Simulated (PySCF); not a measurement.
# C5H8ClFGe: the cost of one run

Programs: PySCF 2.14.0, with routines of our own; each step states its level. All values are computed. Atoms count from 0.

## Step 1: The starting structure

16 atoms, charge 0, multiplicity 1; geometry from: GFN2-xTB.

## Step 2: Circular dichroism and optical rotation: TDDFT B3LYP/def2-SVPD

Job settings and geometry (Å):

```
{"job": {"kind": "ecd", "xc": "B3LYP", "basis": "def2-SVPD", "nstates": 12}, "charge": 0, "multiplicity": 1}
C      2.281470     0.885309     0.473090
Ge     1.676682    -0.920356    -0.007931
C     -0.176539    -1.249605     0.555376
C     -1.176286    -0.448855     0.272778
C     -2.598762    -0.094191     0.380775
F     -3.529547    -0.794028    -0.333472
C     -1.632068     0.775334    -0.390671
Cl    -1.205141     2.351623     0.277226
H      1.656718     1.632932    -0.007987
H      2.220549     1.033291     1.548354
H      3.310788     1.044604     0.162641
H      2.516380    -1.982447     0.644929
H      1.767533    -1.140272    -1.492003
H     -0.386531    -2.144399     1.128601
H     -3.024475     0.251356     1.316614
H     -1.708371     0.808649    -1.469799
```

With the program's defaults for keys left out, this is: TDDFT B3LYP/def2-SVPD circular dichroism and optical rotation, one conformer, gas phase.

Run with:

```
$ OMP_NUM_THREADS=1 python excited_run.py task.json out
```

This one command runs all jobs of the session in turn.

Q: Estimate the wall time and peak memory of this job on 1 thread of Arm Neoverse V2, shared host.

About 2 min, with a peak of 1.1 GiB.
